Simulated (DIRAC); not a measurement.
# YH3: PBE0/dyall-v2z (X2C-SO, amfi charge 2, basis special H:cc-pVDZ, uncontracted yes)

Aim: a point of an energy scan of YH3. 

The calculation is run with DIRAC 26.1 (patched).

16 further runs of the same task are left out: 16 set aside as unsound or not needed.

## (1) The system as given

YH3: 4 atoms, total charge 0, spin state singlet.

Bond lengths: Y1–H2 2.075 Å, Y1–H3 2.075 Å, Y1–H4 2.075 Å. Angles: H2–Y1–H3 120.0°, H2–Y1–H4 120.0°, H3–Y1–H4 120.0°.

## (2) A point of an energy scan at PBE0/dyall-v2z (X2C-SO, amfi charge 2, basis special H:cc-pVDZ, uncontracted yes)

H3Y.xyz

```xyz
4

Y       0.00000000      0.00000000      0.00000000
H       0.00000000      2.07535972      0.00000000
H      -1.79731392     -1.03767986      0.00000000
H       1.79731392     -1.03767986      0.00000000
```

calc.inp

```
**DIRAC
.TITLE
 PBE0 on H3Y
.WAVE FUNCTION
**HAMILTONIAN
.X2C
.DFT
PBE0
*AMFI
.AMFICH
 +2
**INTEGRALS
*READIN
.UNCONTRACT
**GRID
.ULTRAFINE
**WAVE FUNCTION
.SCF
**MOLECULE
*BASIS
.DEFAULT
dyall.v2z
.SPECIAL
H BASIS cc-pVDZ
**END OF INPUT
```

Started as:

```
pam --inp=calc.inp --mol=H3Y.xyz --noarch --mw=163 --aw=368
```

Log:

```text
[...]
It.    1    -1994.143957725      0.00D+00  0.00D+00  0.00D+00               0.10303402s   Atom. scrpot
[...]
It.   11    -3386.607493245      2.27D-12 -4.69D-08  7.07D-08   DIIS   9    1.20300000s   LL
[...]
* Convergence after   11 iterations.
[...]
                                   TOTAL ENERGY
                                   ------------
   Charge of molecule : 0
   Electronic energy                        :    -3416.8819080499934
   Other contributions to the total energy
   Nuclear repulsion energy                 :       30.2744148051747
[...]
   Total energy                             :    -3386.6074932448187
[...]
  * Closed shell, f = 1.0000
    -621.684220895  ( 2)        -85.872731177  ( 2)        -78.291327486  ( 2)        -75.505560980  ( 2)        -75.504502389  ( 2)
     -14.016525103  ( 2)        -11.217564239  ( 2)        -10.778805786  ( 2)        -10.775841404  ( 2)         -5.863335051  ( 2)
      -5.860627842  ( 2)         -5.786263537  ( 2)         -5.785048217  ( 2)         -5.782680703  ( 2)         -1.909663390  ( 2)
      -1.162004101  ( 2)         -1.111105903  ( 2)         -1.098443403  ( 2)         -0.294596295  ( 2)         -0.260471396  ( 2)
[...]
* HOMO - LUMO gap:
    E(LUMO) :    -0.08525745 au (symmetry E1 )
  - E(HOMO) :    -0.25950230 au (symmetry E1 )
  ------------------------------------------
    gap     :     0.17424485 au
[...]
```

Wall time 20 s (1 thread of Intel Xeon Platinum 8259CL at 2.50GHz (Skylake/Cascade Lake), shared host); peak memory 0.099 GiB.

## (3) What came out

Level: PBE0/dyall-v2z (X2C-SO, amfi charge 2, basis special H:cc-pVDZ, uncontracted yes).

| quantity | value |
| --- | --- |
| total energy | -3386.60749 Eh |
| HOMO energy | -7.06 eV |
| LUMO energy | -2.32 eV |
| HOMO–LUMO gap | 4.74 eV |
